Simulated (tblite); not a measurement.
# C7H14BBr: the cost of one run

The runs use tblite 0.8.0 and PySCF 2.14.0, with density-fitted response routines of our own; the level of theory stands in each step. All values are computed, except where a source is named. Atoms are numbered from 0 throughout.

**1. The molecule as given**

23 atoms, charge 0, multiplicity 1; geometry from: force field or distance geometry start.

Bonds of the start (Å): C0–B1 1.58, B1–C2 1.58, B1–C3 1.61, C3–C4 1.47, C4–C5 1.31, C5–C6 1.50, C5–C7 1.48, C7–Br8 1.94, C0–H9 1.12, C0–H10 1.10, C0–H11 1.12, C2–H12 1.09, C2–H13 1.10, C2–H14 1.14, C3–H15 1.10, C3–H16 1.09, C4–H17 1.10, C6–H18 1.11, C6–H19 1.13, C6–H20 1.08, C7–H21 1.09, C7–H22 1.13.

**2. Optimising the geometry with GFN2-xTB**

Job settings and geometry (Å):

```
{"job": {"kind": "relax", "xc": "GFN2-xTB", "basis": "xTB"}, "charge": 0, "multiplicity": 1}
C     -2.635600    -1.566300    -0.212800
B     -1.739300    -0.322100     0.162200
C     -2.477700     0.907900     0.826700
C     -0.515000     0.082200    -0.804500
C      0.739900    -0.554300    -0.369700
C      1.841400     0.074100    -0.023800
C      3.020500    -0.760000     0.368800
C      2.030700     1.543700     0.031100
Br     3.448300     2.118100    -1.163800
H     -3.556300    -1.165800    -0.705200
H     -2.154800    -2.282900    -0.893000
H     -3.016800    -2.052700     0.722200
H     -1.775200     1.684900     1.137100
H     -3.131000     0.563300     1.647900
H     -3.103800     1.367600    -0.001100
H     -0.772900    -0.324700    -1.790200
H     -0.391500     1.167600    -0.853200
H      0.772700    -1.648900    -0.354500
H      3.929400    -0.245300    -0.003900
H      3.038600    -0.823900     1.494800
H      2.912300    -1.738900    -0.084100
H      1.148300     2.152900    -0.179900
H      2.382900     1.850400     1.059100
```

Started as:

```bash
OMP_NUM_THREADS=1 python probes_run.py task.json out
```

This one command runs all jobs of the session in turn.

Q: Estimate the wall time of this first job on 1 thread of Arm Neoverse V2, shared host.

About 1.4 s.
